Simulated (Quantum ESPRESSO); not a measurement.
# SiF (Pm-3m) in Quantum ESPRESSO: further runs, part 3 of 3

Quantum ESPRESSO 7.5. Earlier steps stand in the parts before.

## 5. Phonons, RPBE

Contents of pw.in:

```
&CONTROL
  calculation = 'scf'
  prefix = 'pwscf'
  outdir = './tmp'
  pseudo_dir = './pseudo'
  tprnfor = .true.
  tstress = .true.
  disk_io = 'low'
/
&SYSTEM
  ibrav = 0
  nat = 2
  ntyp = 2
  ecutwfc = 84
  nbnd = 11
  input_dft = 'rpbe'
  occupations = 'smearing'
  smearing = 'fd'
  degauss = 0.00367493
/
&ELECTRONS
  conv_thr = 4d-10
  electron_maxstep = 120
  mixing_beta = 0.5
/
ATOMIC_SPECIES
Si    28.0850 Si.upf
F     18.9984 F.upf
CELL_PARAMETERS angstrom
   3.0286000000    0.0000000000    0.0000000000
   0.0000000000    3.0286000000    0.0000000000
   0.0000000000    0.0000000000    3.0286000000
ATOMIC_POSITIONS angstrom
Si     1.5143000000    1.5143000000    1.5143000000
F      0.0000000000    0.0000000000    0.0000000000
K_POINTS automatic
6 6 6 1 1 1
```

Contents of relax.in:

```
&CONTROL
  calculation = 'vc-relax'
  prefix = 'pwscf'
  outdir = './tmp'
  pseudo_dir = './pseudo'
  tprnfor = .true.
  tstress = .true.
  disk_io = 'low'
  nstep = 40
  forc_conv_thr = 0.0001
  etot_conv_thr = 1d-06
/
&SYSTEM
  ibrav = 0
  nat = 2
  ntyp = 2
  ecutwfc = 84
  nbnd = 11
  input_dft = 'rpbe'
  occupations = 'smearing'
  smearing = 'fd'
  degauss = 0.00367493
/
&ELECTRONS
  conv_thr = 4d-10
  electron_maxstep = 120
  mixing_beta = 0.5
/
&IONS
  ion_dynamics = 'bfgs'
/
&CELL
  cell_dynamics = 'bfgs'
  press = 0
  press_conv_thr = 0.2
/
ATOMIC_SPECIES
Si    28.0850 Si.upf
F     18.9984 F.upf
CELL_PARAMETERS angstrom
   3.0286000000    0.0000000000    0.0000000000
   0.0000000000    3.0286000000    0.0000000000
   0.0000000000    0.0000000000    3.0286000000
ATOMIC_POSITIONS angstrom
Si     1.5143000000    1.5143000000    1.5143000000
F      0.0000000000    0.0000000000    0.0000000000
K_POINTS automatic
6 6 6 1 1 1
```

Contents of scf2.in:

```
&CONTROL
  calculation = 'scf'
  prefix = 'pwscf'
  outdir = './tmp'
  pseudo_dir = './pseudo'
  tprnfor = .true.
  tstress = .true.
  disk_io = 'low'
/
&SYSTEM
  ibrav = 0
  nat = 2
  ntyp = 2
  ecutwfc = 84
  nbnd = 11
  input_dft = 'rpbe'
  occupations = 'smearing'
  smearing = 'fd'
  degauss = 0.00367493
/
&ELECTRONS
  conv_thr = 1d-13
  electron_maxstep = 120
  mixing_beta = 0.5
  startingpot = 'file'
  startingwfc = 'file'
/
ATOMIC_SPECIES
Si    28.0850 Si.upf
F     18.9984 F.upf
CELL_PARAMETERS angstrom
   3.0547209038    0.0000000000    0.0000000000
   0.0000000000    3.0547209038    0.0000000000
   0.0000000000    0.0000000000    3.0547209038
ATOMIC_POSITIONS angstrom
Si     1.5273604519    1.5273604519    1.5273604519
F      0.0000000000    0.0000000000    0.0000000000
K_POINTS automatic
6 6 6 1 1 1
```

Contents of ph.in:

```
phonons of SiF
&INPUTPH
  prefix = 'pwscf'
  outdir = './tmp'
  tr2_ph = 1d-18
  fildyn = 'dyn'
  niter_ph = 90
  alpha_mix(1) = 0.4
/
0.0000000000 0.0000000000 0.0000000000
```

Contents of dynmat.in:

```
&INPUT
  fildyn = 'dyn'
  asr = 'crystal'
  filout = 'dynmat.disp'
  fileig = 'dynmat.eig'
/
```

Potentials or basis: PseudoDojo 0.4.1 SR PBE standard.

The run is started by

```sh
$ OMP_NUM_THREADS=1 pw.x -in pw.in > pw.out
$ OMP_NUM_THREADS=1 pw.x -in relax.in > relax.out
$ OMP_NUM_THREADS=1 pw.x -in scf2.in > scf2.out
$ OMP_NUM_THREADS=1 ph.x -in ph.in > ph.out
$ OMP_NUM_THREADS=1 dynmat.x -in dynmat.in > dynmat.out
```

pw.out:

```text
This program is part of the open-source Quantum ESPRESSO suite
     for quantum simulation of materials; please cite
         "P. Giannozzi et al., J. Phys.:Condens. Matter 21 395502 (2009);
         "P. Giannozzi et al., J. Phys.:Condens. Matter 29 465901 (2017);
         "P. Giannozzi et al., J. Chem. Phys. 152 154105 (2020);
     in publications or presentations arising from this work. More details at

     IMPORTANT: XC functional enforced from input :
     Exchange-correlation= RPBE
                           (   1   4  44   4   0   0   0)
     Any further DFT definition will be discarded
     Please, verify this is what you really want

     Message from routine setup:
     using ibrav=0 with symmetry is DISCOURAGED, use correct ibrav instead

     G-vector sticks info
     --------------------
     sticks:   dense  smooth     PW     G-vecs:    dense   smooth      PW
     Sum         877     877    261                19549    19549    3119

     Using Slab Decomposition

     bravais-lattice index     =            0
     lattice parameter (alat)  =       5.7232  a.u.
     unit-cell volume          =     187.4659 (a.u.)^3
     number of atoms/cell      =            2
     number of atomic types    =            2
     number of electrons       =        11.00
     number of Kohn-Sham states=           11
     kinetic-energy cutoff     =      84.0000  Ry
     charge density cutoff     =     336.0000  Ry
     scf convergence threshold =      4.0E-10
     mixing beta               =       0.5000
     number of iterations used =            8  plain     mixing
     Exchange-correlation= RPBE
                           (   1   4  44   4   0   0   0)

[... 57 lines left out ...]
        k(    8) = (   0.2500000   0.2500000   0.4166667), wk =   0.2222222
        k(    9) = (   0.2500000   0.4166667   0.4166667), wk =   0.2222222
        k(   10) = (   0.4166667   0.4166667   0.4166667), wk =   0.0740741

     Dense  grid:    19549 G-vectors     FFT dimensions: (  36,  36,  36)

     Initial potential from superposition of free atoms

     starting charge      10.9994, renormalised to      11.0000
     Starting wfcs are    8 randomized atomic wfcs +    3 random wfcs

     Self-consistent Calculation

     iteration #  1     ecut=    84.00 Ry     beta= 0.50
     Davidson diagonalization with overlap
     ethr =  1.00E-02,  avg # of iterations =  4.1

     total energy              =     -57.60179707 Ry
     estimated scf accuracy    <       0.22405810 Ry
[... 71 lines left out ...]
     iteration # 12     ecut=    84.00 Ry     beta= 0.50
     Davidson diagonalization with overlap
     ethr =  3.26E-11,  avg # of iterations =  1.0

     End of self-consistent calculation

          k = 0.0833 0.0833 0.0833 (  2448 PWs)   bands (ev):

   -16.8946  -2.0132   1.8027   1.8027   2.3698  10.8192  10.8192  11.5002
    14.8504  14.8504  22.8029
[... 43 lines left out ...]
   -16.4238   0.6983   1.0757   1.0757   3.3348   6.4701   6.4701   7.6773
    16.0012  16.3915  16.3915

     the Fermi energy is     7.0665 ev

!    total energy              =     -57.68842840 Ry
     estimated scf accuracy    <          1.3E-10 Ry
     smearing contrib. (-TS)   =      -0.00111815 Ry
     internal energy E=F+TS    =     -57.68731025 Ry

     The total energy is F=E-TS. E is the sum of the following terms:
     one-electron contribution =     -21.35474338 Ry
     hartree contribution      =      17.71006074 Ry
     xc contribution           =     -13.97207842 Ry
     ewald contribution        =     -40.07054919 Ry

     convergence has been achieved in  12 iterations

     Forces acting on atoms (cartesian axes, Ry/au):

     atom    1 type  1   force =     0.00000000    0.00000000    0.00000000
     atom    2 type  2   force =     0.00000000    0.00000000    0.00000000

     Total force =     0.000000     Total SCF correction =     0.000000

     Computing stress (Cartesian axis) and pressure

          total   stress  (Ry/bohr**3)                   (kbar)     P=       18.70
   0.00012710   0.00000000   0.00000000           18.70        0.00        0.00
   0.00000000   0.00012710   0.00000000            0.00       18.70        0.00
   0.00000000   0.00000000   0.00012710            0.00        0.00       18.70

=------------------------------------------------------------------------------=
   JOB DONE.
=------------------------------------------------------------------------------=
```

relax.out:

```text
This program is part of the open-source Quantum ESPRESSO suite
     for quantum simulation of materials; please cite
         "P. Giannozzi et al., J. Phys.:Condens. Matter 21 395502 (2009);
         "P. Giannozzi et al., J. Phys.:Condens. Matter 29 465901 (2017);
         "P. Giannozzi et al., J. Chem. Phys. 152 154105 (2020);
[... 1164 lines left out ...]
   0.00000000   0.00000087   0.00000000            0.00        0.13        0.00
   0.00000000   0.00000000   0.00000087            0.00        0.00        0.13

=------------------------------------------------------------------------------=
   JOB DONE.
=------------------------------------------------------------------------------=
```

Wall time 87 s (1 thread of Arm Neoverse V1, shared host); peak memory 0.06 GiB.

What came out:

| Property | Result |
| --- | --- |
| Free energy | -784.8953 eV |
| Relaxed volume | 14.25 Å³/atom |
| Relaxed cell | a = 3.055 Å, b = 3.055 Å, c = 3.055 Å, α = 90.00°, β = 90.00°, γ = 90.00° |
| Space group after relaxing (to 0.05 Å) | Pm-3m (No. 221) |
| Pressure after relaxing | 0.0 GPa |
| Band gap on the k mesh | none (metal or under the smearing width) |
| Highest phonon frequency at Γ | 4 cm⁻¹ |
| Most unstable mode | 152i cm⁻¹ |

The path:
| step | energy change (eV) | largest force (eV/Å) | pressure (GPa) | volume (Å³) |
| --- | --- | --- | --- | --- |
| 1 | 0.0000 | 0.0000 | 1.87 | 27.78 |
| 2 | -0.0025 | 0.0000 | 1.15 | 28.05 |
| 3 | -0.0039 | 0.0000 | 0.41 | 28.34 |
| 4 | -0.0041 | 0.0000 | 0.01 | 28.50 |
| 5 | -0.0041 | 0.0000 | 0.00 | 28.50 |

Final structure:
```xyz
2
Lattice="3.0547 0.0000 0.0000 0.0000 3.0547 0.0000 0.0000 0.0000 3.0547" Properties=species:S:1:pos:R:3 pbc="T T T"
Si    1.5274    1.5274    1.5274
F     0.0000    0.0000    0.0000
```

Levels at points of the mesh, in eV from the Fermi level:
| k point | band 1 | band 2 | band 3 | band 4 | band 5 | band 6 | band 7 | band 8 | band 9 | band 10 |
| --- | --- | --- | --- | --- | --- | --- | --- | --- | --- | --- |
| (0.08, 0.08, 0.08) | -23.79 | -9.00 | -5.12 | -5.12 | -4.59 | 3.69 | 3.69 | 4.29 | 7.72 | 7.72 |

Phonon frequencies in cm⁻¹ (negative: imaginary):
```csv
q point,frequencies
"(0.000, 0.000, 0.000)",-152 -152 -152 4 4 4
```

Optical modes at Γ, degenerate ones joined:
```csv
cm⁻¹,components,symmetry,active in
152i,3,T1u,IR
```

Caveat: the k mesh is coarse; the mesh is thin for the phonons of a metal; the potentials were made for another functional, which shifts forces and pressure; some modes are imaginary; an odd number of electrons without spin polarisation forces a metal; a magnetic or distorted state may lie lower.

## 6. Phonons, BLYP

pw.in: that of step 5 with these lines changed.

```diff
@@ -15,3 +15,3 @@
   nbnd = 11
-  input_dft = 'rpbe'
+  input_dft = 'blyp'
   occupations = 'smearing'
```

relax.in: that of step 5 with these lines changed.

```diff
@@ -18,3 +18,3 @@
   nbnd = 11
-  input_dft = 'rpbe'
+  input_dft = 'blyp'
   occupations = 'smearing'
```

scf2.in: that of step 5 with these lines changed.

```diff
@@ -15,3 +15,3 @@
   nbnd = 11
-  input_dft = 'rpbe'
+  input_dft = 'blyp'
   occupations = 'smearing'
@@ -31,7 +31,7 @@
 CELL_PARAMETERS angstrom
-   3.0547209038    0.0000000000    0.0000000000
-   0.0000000000    3.0547209038    0.0000000000
-   0.0000000000    0.0000000000    3.0547209038
+   3.1122091795    0.0000000000    0.0000000000
+   0.0000000000    3.1122091795    0.0000000000
+   0.0000000000    0.0000000000    3.1122091795
 ATOMIC_POSITIONS angstrom
-Si     1.5273604519    1.5273604519    1.5273604519
+Si     1.5561045897    1.5561045897    1.5561045897
 F      0.0000000000    0.0000000000    0.0000000000
```

ph.in is that of step 5.

dynmat.in is that of step 5.

Potentials or basis: PseudoDojo 0.4.1 SR PBE standard.

The run is started by

```sh
$ OMP_NUM_THREADS=1 pw.x -in pw.in > pw.out
$ OMP_NUM_THREADS=1 pw.x -in relax.in > relax.out
$ OMP_NUM_THREADS=1 pw.x -in scf2.in > scf2.out
$ OMP_NUM_THREADS=1 ph.x -in ph.in > ph.out
$ OMP_NUM_THREADS=1 dynmat.x -in dynmat.in > dynmat.out
```

pw.out:

```text
This program is part of the open-source Quantum ESPRESSO suite
     for quantum simulation of materials; please cite
         "P. Giannozzi et al., J. Phys.:Condens. Matter 21 395502 (2009);
         "P. Giannozzi et al., J. Phys.:Condens. Matter 29 465901 (2017);
         "P. Giannozzi et al., J. Chem. Phys. 152 154105 (2020);
     in publications or presentations arising from this work. More details at

     IMPORTANT: XC functional enforced from input :
     Exchange-correlation= BLYP
                           (   1   3   1   3   0   0   0)
     Any further DFT definition will be discarded
     Please, verify this is what you really want

     Message from routine setup:
     using ibrav=0 with symmetry is DISCOURAGED, use correct ibrav instead

     G-vector sticks info
     --------------------
     sticks:   dense  smooth     PW     G-vecs:    dense   smooth      PW
     Sum         877     877    261                19549    19549    3119

     Using Slab Decomposition

     bravais-lattice index     =            0
     lattice parameter (alat)  =       5.7232  a.u.
     unit-cell volume          =     187.4659 (a.u.)^3
[... 157 lines left out ...]

          k = 0.0833 0.0833 0.0833 (  2448 PWs)   bands (ev):

   -16.6334  -1.5758   2.0831   2.0831   2.6557  11.2819  11.2819  11.8910
    15.3551  15.3551  23.2320
[... 43 lines left out ...]
   -16.1703   1.0204   1.3749   1.3749   3.6627   6.9423   6.9423   8.0946
    16.5876  16.9944  16.9944

     the Fermi energy is     7.5204 ev

!    total energy              =     -57.55145569 Ry
     estimated scf accuracy    <          1.3E-10 Ry
     smearing contrib. (-TS)   =      -0.00111109 Ry
     internal energy E=F+TS    =     -57.55034460 Ry

     The total energy is F=E-TS. E is the sum of the following terms:
     one-electron contribution =     -21.37268315 Ry
     hartree contribution      =      17.73915607 Ry
     xc contribution           =     -13.84626833 Ry
     ewald contribution        =     -40.07054919 Ry

     convergence has been achieved in  11 iterations

     Forces acting on atoms (cartesian axes, Ry/au):

     atom    1 type  1   force =     0.00000000    0.00000000    0.00000000
     atom    2 type  2   force =     0.00000000    0.00000000    0.00000000

     Total force =     0.000000     Total SCF correction =     0.000000

     Computing stress (Cartesian axis) and pressure

          total   stress  (Ry/bohr**3)                   (kbar)     P=       60.41
   0.00041065   0.00000000   0.00000000           60.41        0.00        0.00
   0.00000000   0.00041065   0.00000000            0.00       60.41        0.00
   0.00000000   0.00000000   0.00041065            0.00        0.00       60.41

=------------------------------------------------------------------------------=
   JOB DONE.
=------------------------------------------------------------------------------=
```

relax.out:

```text
This program is part of the open-source Quantum ESPRESSO suite
     for quantum simulation of materials; please cite
         "P. Giannozzi et al., J. Phys.:Condens. Matter 21 395502 (2009);
         "P. Giannozzi et al., J. Phys.:Condens. Matter 29 465901 (2017);
         "P. Giannozzi et al., J. Chem. Phys. 152 154105 (2020);
[... 1226 lines left out ...]
   0.00000000   0.00000595   0.00000000            0.00        0.88        0.00
   0.00000000   0.00000000   0.00000595            0.00        0.00        0.88

=------------------------------------------------------------------------------=
   JOB DONE.
=------------------------------------------------------------------------------=
```

Run time: 100 s. Hardware: 1 thread of Arm Neoverse V1, shared host; peak memory 0.06 GiB.

What came out:

| Quantity | Value |
| --- | --- |
| Free energy | -783.0698 eV |
| Relaxed volume | 15.07 Å³/atom |
| Relaxed cell | a = 3.112 Å, b = 3.112 Å, c = 3.112 Å, α = 90.00°, β = 90.00°, γ = 90.00° |
| Space group after relaxing (to 0.05 Å) | Pm-3m (No. 221) |
| Pressure after relaxing | 0.1 GPa |
| Band gap on the k mesh | none (metal or under the smearing width) |

The path:
```
step  energy change (eV)  largest force (eV/Å)  pressure (GPa)  volume (Å³)
   1              0.0000                0.0000            6.04        27.78
   2             -0.0257                0.0000            3.56        28.64
   3             -0.0398                0.0000            1.16        29.62
   4             -0.0417                0.0000            0.08        30.11
   5             -0.0417                0.0000            0.00        30.14
```

Final structure:
```
CELL_PARAMETERS angstrom
3.11221 0.00000 0.00000
0.00000 3.11221 0.00000
0.00000 0.00000 3.11221
ATOMIC_POSITIONS crystal
Si 0.50000 0.50000 0.50000
F 0.00000 0.00000 0.00000
```

Caveat: the acoustic modes lie far from zero, so the frequencies are unreliable; the k mesh is coarse; the mesh is thin for the phonons of a metal; the potentials were made for another functional, which shifts forces and pressure; some modes are imaginary; an odd number of electrons without spin polarisation forces a metal; a magnetic or distorted state may lie lower.

## 7. The runs side by side

| level | potentials or basis | form of the LDA correlation | gap on the mesh (eV) | pressure (GPa) |
| --- | --- | --- | --- | --- |
| LDA | PseudoDojo 0.4.1 SR LDA standard | PW92 | none | 0.0 |
| PBE | PseudoDojo 0.4.1 SR PBE standard | - | none | 0.0 |
| PBEsol | PseudoDojo 0.4.1 SR PBEsol standard | - | none | 0.0 |
| RPBE | PseudoDojo 0.4.1 SR PBE standard | - | none | 0.0 |
| BLYP | PseudoDojo 0.4.1 SR PBE standard | - | none | 0.1 |

Alike in all rows: task phonons; no spin polarisation; cell relaxed; k mesh 6 × 6 × 6, shifted; cutoff (eV) 1143; smearing fermi-dirac 0.05 eV.

Caveats: the mesh is thin for the phonons of a metal; some modes are imaginary; an odd number of electrons without spin polarisation forces a metal; a magnetic or distorted state may lie lower; the potentials were made for another functional, which shifts forces and pressure (some runs); the acoustic modes lie far from zero, so the frequencies are unreliable (some runs).

Absolute energies hang on the potentials; compare differences alone.
